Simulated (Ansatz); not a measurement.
# CH7GaSSi: basis-set convergence

The task here is to estimate one member of a computed series from the others.

The runs use Ansatz 0.2.0, Gaussian basis; one geometry, several basis sets.

The runs, in order: PBE0-D4/def2-SVP; ωB97M-V/def2-SVP; PBE0-D4/def2-QZVPP; ωB97M-V/def2-QZVPP; the functionals' def2-TZVPP values are taken from earlier runs.

**The geometry**

All runs share one geometry, relaxed beforehand with PBE0-D4 in a triple-zeta def2 set.

SMILES `[SiH3]C[S][GaH2]`, 11 atoms, charge 0, spin multiplicity 1.

Atoms are counted from 1 here; the program's logs count them from 0.

Bond lengths: Si1–C2 1.878 Å, Si1–H5 1.484 Å, Si1–H6 1.490 Å, Si1–H7 1.488 Å, C2–S3 1.826 Å, C2–H8 1.092 Å, C2–H9 1.091 Å, S3–Ga4 2.191 Å, Ga4–H10 1.558 Å, Ga4–H11 1.563 Å. Angles: C2–Si1–H5 109.6°, C2–Si1–H6 111.1°, C2–Si1–H7 108.6°, H5–Si1–H6 109.3°, H5–Si1–H7 109.2°, H6–Si1–H7 109.0°, Si1–C2–S3 109.7°, Si1–C2–H8 110.8°, Si1–C2–H9 111.5°, S3–C2–H8 106.6°, S3–C2–H9 110.7°, H8–C2–H9 107.4°, C2–S3–Ga4 102.8°, S3–Ga4–H10 115.9°, S3–Ga4–H11 116.9°, H10–Ga4–H11 127.2°.

As a file:

```mol
CH7GaSSi
  3D, bonds by distance, orders not assigned

 11 10  0  0  0  0  0  0  0  0999 V2000
   -1.1718    1.1541    0.0548 Si  0  0
    0.6471    0.8607    0.4176 C   0  0
    1.4041   -0.0798   -0.9525 S   0  0
    0.8189   -2.1441   -0.5066 Ga  0  0
   -1.3118    1.8809   -1.2319 H   0  0
   -1.8148    1.9465    1.1409 H   0  0
   -1.8534   -0.1638   -0.0524 H   0  0
    1.1876    1.8078    0.4816 H   0  0
    0.7872    0.3403    1.3665 H   0  0
    1.2491   -3.2142   -1.5547 H   0  0
    0.0577   -2.3884    0.8365 H   0  0
  1  2  8  0
  2  3  8  0
  3  4  8  0
  1  5  8  0
  1  6  8  0
  1  7  8  0
  2  8  8  0
  2  9  8  0
  4 10  8  0
  4 11  8  0
M  END
```

The first run:

Input file in.yaml:

```yaml
crystal:
  periodic: [false, false, false]
  atoms:
    - {symbol: Si, position_ang: [-1.171758, 1.154114, 0.054812]}
    - {symbol: C, position_ang: [0.647084, 0.860695, 0.417647]}
    - {symbol: S, position_ang: [1.404127, -0.079796, -0.952450]}
    - {symbol: Ga, position_ang: [0.818932, -2.144065, -0.506636]}
    - {symbol: H, position_ang: [-1.311817, 1.880899, -1.231861]}
    - {symbol: H, position_ang: [-1.814757, 1.946496, 1.140873]}
    - {symbol: H, position_ang: [-1.853371, -0.163835, -0.052365]}
    - {symbol: H, position_ang: [1.187592, 1.807791, 0.481608]}
    - {symbol: H, position_ang: [0.787170, 0.340288, 1.366498]}
    - {symbol: H, position_ang: [1.249148, -3.214232, -1.554665]}
    - {symbol: H, position_ang: [0.057660, -2.388354, 0.836548]}
basis:
  gaussian: {orbitals: def2-SVP}
hamiltonian: {xc: pbe0, dispersion: d4}
output: {orbitals: {seedname: orbitals}}
```

Started as:

```console
> ansatz run in.yaml --threads 2 --pin off --events-out ev --progress --plain --max-ram 32768MiB --backend cpu
```

Steps of the session up to this table: PBE0-D4 in def2-SVP; ωB97M-V in def2-SVP; PBE0-D4 in def2-QZVPP; ωB97M-V in def2-QZVPP.

One table of the session follows, with a row left open; its other results are not shown here.

It belongs to the step «Density functionals: the series». 

| functional | basis | HOMO (eV) | LUMO (eV) |
| --- | --- | --- | --- |
| PBE0-D4 | def2-SVP | ? | ? |
| PBE0-D4 | def2-TZVPP | -7.02 | -1.47 |
| PBE0-D4 | def2-QZVPP | -7.03 | -1.51 |
| ωB97M-V | def2-SVP | -9.07 | 0.34 |
| ωB97M-V | def2-TZVPP | -9.14 | 0.22 |
| ωB97M-V | def2-QZVPP | -9.15 | 0.07 |

Estimate the missing values for PBE0-D4, def2-SVP.

**Answer.** HOMO (eV): -7.00; LUMO (eV): -1.41. In the column «HOMO (eV)» it is the highest.
